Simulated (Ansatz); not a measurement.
# CH5BSSeSi: up Jacob's ladder to CCSD(T)

Aim: compute CH5BSSeSi with functionals from several rungs and with coupled cluster. The yardstick is the atomisation energy at the CCSD(T) limit.

The runs use Ansatz 0.2.0, Gaussian basis; functionals in def2-TZVPP, the program's frozen cores in correlated methods.

Plan: LDA (SPW92), PBE-D4, revPBE-D4, BLYP-D4, r2SCAN-D4, B97M-V, PBE0-D4, B3LYP-D4, r2SCANh-D4, r2SCAN0-D4, HSE06-D4, BHLYP-D4, CAM-B3LYP-D4, LC-ωPBE, ωB97X-V, ωB97M-V, B2PLYP, PBE-QIDH; CCSD(T)/def2-SVP; CCSD(T)/def2-TZVPP; MP2/def2-QZVPP; extrapolation to the limit; RPA on PBE.

## Step 1: Structure used throughout

All runs share one geometry, relaxed beforehand with PBE0-D4 in a triple-zeta def2 set.

SMILES `BC(=[Se])[SiH2]S`, 10 atoms, charge 0, spin multiplicity 1.

Atoms are counted from 1 here; the program's logs count them from 0.

Bond lengths: B1–C2 1.527 Å, B1–H6 1.196 Å, B1–H7 1.197 Å, C2–Se3 1.783 Å, C2–Si4 1.859 Å, Si4–S5 2.131 Å, Si4–H8 1.482 Å, Si4–H9 1.482 Å, S5–H10 1.344 Å. Angles: C2–B1–H6 119.4°, C2–B1–H7 119.0°, H6–B1–H7 121.0°, B1–C2–Se3 88.4°, B1–C2–Si4 145.6°, Se3–C2–Si4 125.9°, C2–Si4–S5 108.2°, C2–Si4–H8 109.7°, C2–Si4–H9 108.8°, S5–Si4–H8 105.6°, S5–Si4–H9 112.4°, H8–Si4–H9 112.0°, Si4–S5–H10 94.0°.

## Step 2: LDA

This LDA is Slater exchange with PW92 correlation.

Contents of in.yaml:

```yaml
crystal:
  periodic: [false, false, false]
  atoms:
    - {symbol: B, position_ang: [-1.613367, 0.939120, 0.532654]}
    - {symbol: C, position_ang: [-0.367304, 0.508141, -0.236752]}
    - {symbol: Se, position_ang: [-0.037898, 2.228792, -0.568375]}
    - {symbol: Si, position_ang: [0.711802, -0.923142, -0.730684]}
    - {symbol: S, position_ang: [1.603667, -1.722495, 1.031761]}
    - {symbol: H, position_ang: [-1.551048, 1.080579, 1.718831]}
    - {symbol: H, position_ang: [-2.665706, 0.967862, -0.036559]}
    - {symbol: H, position_ang: [-0.126463, -2.014422, -1.282156]}
    - {symbol: H, position_ang: [1.718706, -0.447397, -1.707924]}
    - {symbol: H, position_ang: [2.327612, -0.617028, 1.279214]}
basis:
  gaussian: {orbitals: def2-TZVPP}
hamiltonian: {xc: lda}
output: {orbitals: {seedname: orbitals}}
```

The runs that follow: PBE-D4 (GGA); revPBE-D4 (GGA); BLYP-D4 (GGA); r2SCAN-D4 (meta-GGA); B97M-V (meta-GGA); PBE0-D4 (hybrid); B3LYP-D4 (hybrid); r2SCANh-D4 (hybrid); r2SCAN0-D4 (hybrid); HSE06-D4 (hybrid); BHLYP-D4 (hybrid); CAM-B3LYP-D4 (range-separated); LC-ωPBE (range-separated); ωB97X-V (range-separated); ωB97M-V (range-separated); B2PLYP (double hybrid); PBE-QIDH (double hybrid); CCSD(T) in def2-SVP; CCSD(T) in def2-TZVPP; MP2 in def2-QZVPP; RPA on PBE orbitals.

Before running them: what should the planned runs give, taken together? Wanted: atomisation energy, CCSD(T)/CBS; farthest beyond LDA; mean size of error, GGA; mean size of error, meta-GGA; mean size of error, hybrid; mean size of error, range-separated; mean size of error, double hybrid; gap, smallest and largest; T1 diagnostic.

The runs gave:

| quantity | value |
| --- | --- |
| atomisation energy, CCSD(T)/CBS | 33.948 eV |
| functionals within 0.339 eV (1.0 %) | revPBE-D4, BLYP-D4, B97M-V, PBE0-D4, B3LYP-D4, r2SCANh-D4, r2SCAN0-D4, HSE06-D4, CAM-B3LYP-D4, ωB97X-V, ωB97M-V, PBE-QIDH |
| farthest beyond LDA | BHLYP-D4 (-0.969 eV) |
| mean size of error, GGA | 0.268 eV |
| mean size of error, meta-GGA | 0.315 eV |
| mean size of error, hybrid | 0.267 eV |
| mean size of error, range-separated | 0.233 eV |
| mean size of error, double hybrid | 0.322 eV |
| gap, smallest and largest | 1.85 eV (LDA (SPW92)), 8.34 eV (LC-ωPBE) |
| T1 diagnostic | 0.0181 |
| triples share of the correlation energy | 4.7 % |

What this shows: The LDA atomisation energy is off by 5.028 eV (15 %): it overbinds. PBE-D4 misses by +0.745 eV. Double hybrids carry the basis error of their MP2 part in triple zeta, and no dispersion term here, so their miss is partly the set-up's. The rungs range-separated, hybrid, GGA, meta-GGA, double hybrid miss on average by less than the doubt on the reference (0.339 eV), so they tie. The reference freezes the cores and leaves out relativity and excitations past (T), and its outer-core shells are covered unevenly, so misses under about 0.339 eV can't be ranked. All levels share the lack of spin-orbit coupling, which lowers the free heavy atoms and so the true binding. Hartree-Fock recovers 72 % of the binding; the rest is correlation. CCSD(T) in def2-SVP is off by -2.365 eV, which most functionals beat. Orbital gaps span 1.8 to 8.3 eV; exact exchange widens them. The restricted reference is unstable towards a spin-broken one. Correlated methods include outer-core shells of Se, which these sets cover unevenly.
